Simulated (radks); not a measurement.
# Cr²⁺ in [Ne] 3s1 3p6 3d4 4f1: an all-electron calculation

The task here is to estimate one member of a computed series from the others.

Program: radks (a radial shooting solver on a logarithmic mesh, Libxc functionals) version 1. Level of theory: Dirac Kohn-Sham, LDA (Slater exchange, Perdew-Wang correlation), spin-unpolarised, spherical densities, finite nucleus; open shells fill j = l - 1/2 first. These are calculated values, not measurements, unless marked.

## What is computed

```
element            : chromium (Z = 24)
charge             : +2
electrons          : 22
configuration      : [Ne] 3s1 3p6 3d4 4f1
nuclear rms radius : 3.6452 fm
```

Set-up of the first run:

Input:

```text
Z 24
configuration [Ne] 3s1 3p6 3d4 4f1
relativity Dirac
functional lda,pw
spin unpolarised
j_filling energy
nucleus finite rms 3.6452 fm
c 137.035999084
```

Among the steps run: Self-consistent calculation.

One of the session's tables, all rows but one given; the rest of the session is left out.

It belongs to the step «Orbitals and density». Sizes of the orbitals, from the radial functions (bohr):

```
level      <r>  outermost maximum (interpolated)  90 % within  nodes
1s1/2  0.06366                            0.0417        0.114      0
2s1/2   0.2936                             0.244        0.456      1
2p1/2   0.2581                             0.196        0.424      0
2p3/2   0.2609                             0.198        0.428      0
3s1/2   0.8869                             0.772         1.33      2
3p1/2   0.9294                             0.784         1.43      1
3p3/2   0.9375                             0.790         1.44      1
3d3/2    1.092                             0.781         1.82      0
3d5/2    1.095                             0.783         1.82      0
4f5/2        ?                                 ?            ?      ?
4f7/2    5.768                              5.19         8.40      0
```

**Question.** Estimate the row for 4f5/2.

**Answer.** <r>: 5.768; outermost maximum (interpolated): 5.19; 90 % within: 8.39; nodes: 0.
